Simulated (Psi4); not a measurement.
# One shape, several levels: doublet CH3BFNO+

We compute a comparison of 3 runs (UHF/STO-3G, UB3LYP/6-31G*, UTPSSh/6-31G*) of doublet CH3BFNO+. 

The results are computed with Psi4 1.11.

### 1 The structure to begin with

CH3BFNO+ has 8 atoms, charge +1, and is taken as a doublet. As SMILES of the parent species, `NC1(F)BO1`. The coordinates come from a PBE0-D4/def2-TZVP relaxation. This is one conformer, not always the lowest. That shape belongs to the parent species and isn't relaxed for this state.

Bond lengths: N1–C2 1.387 Å, C2–F3 1.372 Å, C2–B4 1.510 Å, C2–O5 1.462 Å, B4–O5 1.335 Å, N1–H6 1.009 Å, N1–H7 1.013 Å, B4–H8 1.182 Å. Some angles: N1–C2–F3 113.8°, N1–C2–B4 127.1°, N1–C2–O5 115.3°, F3–C2–B4 118.6°, F3–C2–O5 108.3°, B4–C2–O5 53.3°, C2–B4–O5 61.5°, C2–O5–B4 65.2°, C2–N1–H6 112.2°, C2–N1–H7 112.6°.

### 2 A single-point energy at UHF/STO-3G (run 1)

Contents of job.json:

```json
{
  "schema_name": "qcschema_input",
  "schema_version": 1,
  "molecule": {
    "schema_name": "qcschema_molecule",
    "schema_version": 2,
    "symbols": ["N", "C", "F", "B", "O", "H", "H", "H"],
    "geometry": [-0.81447196, 2.17016148, 0.34884344, 0.10223418, -0.11565124, -0.54726469, 0.23073556, -0.25076666, -3.13373283, 0.63797154, -2.47024999, 0.97339793, 2.54527212, -0.89384046, 0.48244708, -2.72026076, 2.21116854, 0.3994881, -0.14229638, 3.66909224, -0.63532592, 0.33485947, -4.42781728, 2.00670017],
    "molecular_charge": 1,
    "molecular_multiplicity": 2,
    "fix_symmetry": "c1",
    "fix_com": true,
    "fix_orientation": true
  },
  "driver": "energy",
  "model": {
    "method": "scf",
    "basis": "STO-3G"
  },
  "keywords": {
    "reference": "uhf",
    "puream": true,
    "e_convergence": 1e-09,
    "d_convergence": 1e-08,
    "scf_type": "pk",
    "maxiter": 100
  }
}
```

Run with:

```console
psi4 --qcschema job.json -n 1 --memory 2200MB
```

stdout:

```text
[...]
  Running in c1 symmetry.
[...]
  Nuclear repulsion =  167.411286307521351
[...]
  Multiplicity = 2
[...]
  Nalpha       = 19
  Nbeta        = 18
[...]
    Number of basis functions: 28
[...]
   @UHF iter   1:  -288.59542406337141   -2.27805e+00   2.00476e-02 DIIS/ADIIS
[...]
   @UHF iter  26:  -288.82831148514617   -1.25056e-12   4.98663e-09 DIIS
[...]
   @S^2 Observed:                7.729192544E-01
[...]
    Orbital Energies [Eh]
    ---------------------
    Alpha Occupied:
       1A    -26.321751     2A    -20.759249     3A    -15.618395
       4A    -11.546617     5A     -7.829740     6A     -1.849488
       7A     -1.742134     8A     -1.428344     9A     -1.153614
      10A     -1.015345    11A     -0.947987    12A     -0.946284
      13A     -0.890687    14A     -0.837414    15A     -0.834708
      16A     -0.785832    17A     -0.774912    18A     -0.704214
      19A     -0.625807
    Alpha Virtual:
      20A     -0.050898    21A      0.089516    22A      0.210797
      23A      0.285507    24A      0.320095    25A      0.379102
[...]
  @UHF Final Energy:  -288.82831148514617
   => Energetics <=
    Nuclear Repulsion Energy =            167.4112863075213511
    One-Electron Energy =                -720.4664265090272011
    Two-Electron Energy =                 264.2268287163597051
    Total Energy =                       -288.8283114851461733
  UHF NO Occupations:
  HONO-2 :   17  A 1.9992942
  HONO-1 :   18  A 1.9897086
[...]
 Multipole Moments:
 ------------------------------------------------------------------------------------
     Multipole            Electronic (a.u.)      Nuclear  (a.u.)        Total (a.u.)
 ------------------------------------------------------------------------------------
 L = 1.  Multiply by 2.5417464519 to convert [e a0] to [Debye]
 Dipole X            :        -18.0654531           18.0130584           -0.0523947
 Dipole Y            :          5.0788332           -5.8092072           -0.7303739
 Dipole Z            :         18.4948551          -18.5478509           -0.0529958
 Magnitude           :                                                    0.7341661
[...]
```

The result, in JSON:

```text
{
 "driver": "energy",
 "model": {
  "method": "scf",
  "basis": "STO-3G"
 },
 "success": true,
 "return_result": -288.8283114851462,
 "properties": {
  "calcinfo_nbasis": 28,
  "calcinfo_nmo": 28,
  "calcinfo_nalpha": 19,
  "calcinfo_nbeta": 18,
  "calcinfo_natom": 8,
  "nuclear_repulsion_energy": 167.41128630752135,
  "return_energy": -288.8283114851462,
  "scf_one_electron_energy": -720.4664265090272,
  "scf_two_electron_energy": 264.2268287163597,
  "scf_dipole_moment": [-0.05239467858852365, -0.7303739032828114, -0.05299581492415939],
  "scf_total_energy": -288.8283114851462,
  "scf_iterations": 26
 }
}
```

Wall time 3.9 s (1 thread of AMD EPYC 7R43 (Zen 3), shared host); peak memory 0.18 GiB.

### 3 Energy and forces at UB3LYP/6-31G(d) (spherical functions) (run 2)

Contents of ch3bfno.py:

```python
import psi4

psi4.set_memory('2200 MB')
psi4.set_num_threads(1)
psi4.core.set_output_file('run.log', False)

m = psi4.geometry("""
1 2
N
C 1 1.386838
F 2 1.372252 1 113.81735
B 2 1.510109 3 118.63327 1 172.80326
O 4 1.334943 2 61.48613 3 92.20994
H 1 1.009089 2 112.17406 3 84.90224
H 1 1.013371 6 110.34172 2 126.41103
H 4 1.182289 5 137.74032 2 178.17212
units angstrom
symmetry c1
""")

psi4.set_options({
    'reference': 'uks',
    'puream': True,
    'e_convergence': 1e-09,
    'd_convergence': 1e-08,
    'scf_type': 'pk',
    'dft_radial_points': 99,
    'dft_spherical_points': 590,
    'maxiter': 100,
})

e_tot, wfn = psi4.gradient("b3lyp/6-31G*", return_wfn=True)
psi4.oeprop(wfn, "WIBERG_LOWDIN_INDICES", "LOWDIN_CHARGES", "MULLIKEN_CHARGES", title="B3LYP")
print('gradient / Eh bohr^-1')
print(e_tot.np.round(6))
print(f'energy = {wfn.energy():.10f} Eh')
for k, v in sorted(psi4.core.scalar_variables().items()):
    print(f'{k:45s} {v:18.10f}')
```

Run with:

```console
python ch3bfno.py
```

run.log, cut to the lines that bear on the results:

```text
[...]
  Running in c1 symmetry.
[...]
  Nuclear repulsion =  167.411303475654478
[...]
  Multiplicity = 2
[...]
  Nalpha       = 19
  Nbeta        = 18
[...]
    Number of basis functions: 76
[...]
   @UKS iter   1:  -293.99572060814194    1.72858e-01   8.63802e-03 ADIIS/DIIS
[...]
   @UKS iter  18:  -294.17951765288399   -5.11591e-13   7.78144e-09 DIIS
[...]
   @S^2 Observed:                7.550132827E-01
[...]
  @UKS Final Energy:  -294.17951765288399
   => Energetics <=
    Nuclear Repulsion Energy =            167.4113034756544778
    One-Electron Energy =                -725.3022131361052516
    Two-Electron Energy =                 293.0233251238866501
    DFT Exchange-Correlation Energy =     -29.3119331163198247
    Empirical Dispersion Energy =           0.0000000000000000
    VV10 Nonlocal Energy =                  0.0000000000000000
    Total Energy =                       -294.1795176528839875
[...]
 Multipole Moments:
 ------------------------------------------------------------------------------------
     Multipole            Electronic (a.u.)      Nuclear  (a.u.)        Total (a.u.)
 ------------------------------------------------------------------------------------
 L = 1.  Multiply by 2.5417464519 to convert [e a0] to [Debye]
 Dipole X            :          0.0781739           -0.9505592           -0.8723853
 Dipole Y            :         -0.7129273            1.1707035            0.4577762
 Dipole Z            :          2.3747108           -3.3453869           -0.9706762
 Magnitude           :                                                    1.3830500
[...]
  -Total Gradient:
     Atom            X                  Y                   Z
    ------   -----------------  -----------------  -----------------
       1        0.003178681823     0.014401631140    -0.005031704569
       2       -0.026152151219     0.064640539117     0.000656455781
       3        0.000011621270    -0.025125461234     0.017786790243
       4       -0.013395609594    -0.044203306881    -0.042543856511
       5        0.021568234748    -0.009506651755     0.005089830986
       6        0.011374139898    -0.017001029140     0.017617538622
       7       -0.004333142775     0.013247310307     0.003805498999
       8        0.007742034396     0.003539897492     0.002616400494
[...]
  Mulliken Charges: (a.u.)
   Center  Symbol    Alpha    Beta     Spin     Total
       1     N     3.98855  3.57792  0.41062 -0.56647
[...]
```

On the terminal:

```text
gradient / Eh bohr^-1
[[ 3.1790e-03  1.4402e-02 -5.0320e-03]
 [-2.6152e-02  6.4641e-02  6.5600e-04]
 [ 1.2000e-05 -2.5125e-02  1.7787e-02]
 [-1.3396e-02 -4.4203e-02 -4.2544e-02]
 [ 2.1568e-02 -9.5070e-03  5.0900e-03]
 [ 1.1374e-02 -1.7001e-02  1.7618e-02]
 [-4.3330e-03  1.3247e-02  3.8050e-03]
 [ 7.7420e-03  3.5400e-03  2.6160e-03]]
energy = -294.1795176529 Eh
CURRENT ENERGY                                   -294.1795176529
CURRENT REFERENCE ENERGY                         -294.1795176529
DD SOLVATION ENERGY                                 0.0000000000
DFT FUNCTIONAL TOTAL ENERGY                      -294.1795176529
DFT TOTAL ENERGY                                 -294.1795176529
DFT VV10 ENERGY                                     0.0000000000
DFT XC ENERGY                                     -29.3119331163
GRID ELECTRONS ALPHA                               19.0000002178
GRID ELECTRONS BETA                                18.0000002256
GRID ELECTRONS TOTAL                               37.0000004435
NUCLEAR REPULSION ENERGY                          167.4113034757
ONE-ELECTRON ENERGY                              -725.3022131361
PCM POLARIZATION ENERGY                             0.0000000000
PE ENERGY                                           0.0000000000
SCF ITERATION ENERGY                             -294.1795176529
SCF ITERATIONS                                     18.0000000000
SCF TOTAL ENERGY                                 -294.1795176529
TWO-ELECTRON ENERGY                               293.0233251239
XC GRID RADIAL POINTS                              99.0000000000
XC GRID SPHERICAL POINTS                          590.0000000000
XC GRID TOTAL POINTS                           441493.0000000000
```

It took 65 s on 1 thread of AMD EPYC 7R43 (Zen 3), shared host; peak memory 1.1 GiB.

### 4 Energy and gradient at UTPSSh/6-31G(d) (spherical functions) (run 3)

Contents of ch3bfno.json:

```json
{
  "schema_name": "qcschema_input",
  "schema_version": 1,
  "molecule": {
    "schema_name": "qcschema_molecule",
    "schema_version": 2,
    "symbols": ["N", "C", "F", "B", "O", "H", "H", "H"],
    "geometry": [-0.81447196, 2.17016148, 0.34884344, 0.10223418, -0.11565124, -0.54726469, 0.23073556, -0.25076666, -3.13373283, 0.63797154, -2.47024999, 0.97339793, 2.54527212, -0.89384046, 0.48244708, -2.72026076, 2.21116854, 0.3994881, -0.14229638, 3.66909224, -0.63532592, 0.33485947, -4.42781728, 2.00670017],
    "molecular_charge": 1,
    "molecular_multiplicity": 2,
    "fix_symmetry": "c1",
    "fix_com": true,
    "fix_orientation": true
  },
  "driver": "gradient",
  "model": {
    "method": "tpssh",
    "basis": "6-31G*"
  },
  "keywords": {
    "reference": "uks",
    "puream": true,
    "e_convergence": 1e-09,
    "d_convergence": 1e-08,
    "scf_type": "pk",
    "dft_radial_points": 99,
    "dft_spherical_points": 590,
    "maxiter": 100
  }
}
```

Run with:

```console
psi4 --qcschema ch3bfno.json -n 1 --memory 2200MB
```

stdout, cut to the lines that bear on the results:

```text
[...]
  Running in c1 symmetry.
[...]
  Nuclear repulsion =  167.411286307521351
[...]
  Multiplicity = 2
[...]
  Nalpha       = 19
  Nbeta        = 18
[...]
    Number of basis functions: 76
[...]
   @UKS iter   1:  -294.00267966048108    1.95743e-01   8.62274e-03 DIIS/ADIIS
[...]
   @UKS iter  17:  -294.19119517072505   -9.09495e-13   4.83751e-09 DIIS
[...]
   @S^2 Observed:                7.545371913E-01
[...]
  @UKS Final Energy:  -294.19119517072505
   => Energetics <=
    Nuclear Repulsion Energy =            167.4112863075213511
    One-Electron Energy =                -725.2724677005774083
    Two-Electron Energy =                 296.4635315078798499
    DFT Exchange-Correlation Energy =     -32.7935452855488379
    Empirical Dispersion Energy =           0.0000000000000000
    VV10 Nonlocal Energy =                  0.0000000000000000
    Total Energy =                       -294.1911951707250523
[...]
 Multipole Moments:
 ------------------------------------------------------------------------------------
     Multipole            Electronic (a.u.)      Nuclear  (a.u.)        Total (a.u.)
 ------------------------------------------------------------------------------------
 L = 1.  Multiply by 2.5417464519 to convert [e a0] to [Debye]
 Dipole X            :        -18.5873543           18.0130584           -0.5742959
 Dipole Y            :          6.0093740           -5.8092072            0.2001669
 Dipole Z            :         18.7097460          -18.5478509            0.1618951
 Magnitude           :                                                    0.6293588
[...]
  -Total Gradient:
     Atom            X                  Y                   Z
    ------   -----------------  -----------------  -----------------
       1        0.002576774450    -0.001492049148     0.015184416467
       2       -0.016708922033    -0.025510519377     0.054024305218
       3        0.003349348146    -0.007757160179    -0.025518352601
       4       -0.026318809529     0.049111258810    -0.027371791631
       5        0.015424352181     0.002668236176    -0.009010140473
       6        0.015436849536    -0.005365505068    -0.021399234735
       7       -0.001741488229    -0.009917443712     0.010923993679
       8        0.007968389689    -0.001727062026     0.003156818793
[...]
```

The result, in JSON:

```text
{
 "driver": "gradient",
 "model": {
  "method": "tpssh",
  "basis": "6-31G*"
 },
 "success": true,
 "return_result": [0.002576774449626451, -0.0014920491481503345, 0.01518441646742294, -0.01670892203347732, -0.02551051937733599, 0.05402430521811451, 0.0033493481458889748, -0.007757160179025979, -0.025518352601259398, -0.02631880952874291, 0.049111258810135894, -0.027371791630703746, 0.015424352181209355, 0.0026682361763037676, -0.009010140472923903, 0.015436849536035468, -0.005365505067758495, -0.021399234734802305, -0.0017414882294624207, -0.009917443711836393, 0.010923993678831262, 0.007968389689353185, -0.0017270620260326774, 0.0031568187933693204],
 "properties": {
  "calcinfo_nbasis": 76,
  "calcinfo_nmo": 76,
  "calcinfo_nalpha": 19,
  "calcinfo_nbeta": 18,
  "calcinfo_natom": 8,
  "nuclear_repulsion_energy": 167.41128630752135,
  "return_energy": -294.19119517072505,
  "return_gradient": [0.002576774449626451, -0.0014920491481503345, 0.01518441646742294, -0.01670892203347732, -0.02551051937733599, 0.05402430521811451, 0.0033493481458889748, -0.007757160179025979, -0.025518352601259398, -0.02631880952874291, 0.049111258810135894, -0.027371791630703746, 0.015424352181209355, 0.0026682361763037676, -0.009010140472923903, 0.015436849536035468, -0.005365505067758495, -0.021399234734802305, -0.0017414882294624207, -0.009917443711836393, 0.010923993678831262, 0.007968389689353185, -0.0017270620260326774, 0.0031568187933693204],
  "scf_one_electron_energy": -725.2724677005774,
  "scf_two_electron_energy": 296.46353150787985,
  "scf_xc_energy": -32.79354528554884,
  "scf_dipole_moment": [-0.5742958776661133, 0.20016686104184878, 0.1618950957934544],
  "scf_total_energy": -294.19119517072505,
  "scf_total_gradient": [0.002576774449626451, -0.0014920491481503345, 0.01518441646742294, -0.01670892203347732, -0.02551051937733599, 0.05402430521811451, 0.0033493481458889748, -0.007757160179025979, -0.025518352601259398, -0.02631880952874291, 0.049111258810135894, -0.027371791630703746, 0.015424352181209355, 0.0026682361763037676, -0.009010140472923903, 0.015436849536035468, -0.005365505067758495, -0.021399234734802305, -0.0017414882294624207, -0.009917443711836393, 0.010923993678831262, 0.007968389689353185, -0.0017270620260326774, 0.0031568187933693204],
  "scf_iterations": 17
 }
}
```

It took 3.3 min on 1 thread of AMD EPYC 7R43 (Zen 3), shared host; peak memory 1.3 GiB.

### 5 Overview of the runs

```tsv
run	level	task	integration grid	energy (Eh)	HOMO energy (eV)	LUMO energy (eV)	⟨S²⟩	wall time
1	UHF/STO-3G	energy	–	-288.828311	-16.65	-7.01	0.773	3.9 s
2	UB3LYP/6-31G* (spherical functions)	gradient	99 radial × 590 angular	-294.179518	-14.74	-12.96	0.755	65 s
3	UTPSSh/6-31G* (spherical functions)	gradient	99 radial × 590 angular	-294.191195	-14.25	-13.14	0.755	3.3 min
```

### 6 Results

| quantity | value |
| --- | --- |
| run 3: total energy | -294.19120 Eh |
| run 3: HOMO energy (highest over α and β) | -14.25 eV |
| run 3: LUMO energy (lowest over α and β) | -13.14 eV |
| run 3: ⟨S²⟩ | 0.755 |
| run 3: largest force on an atom | 3.192 eV/Å |

What this shows: Totals of different functionals can't be ranked against each other. In run 1 the basis is minimal, so the values are rough. All runs together took 4.4 min, the longest 3.3 min.
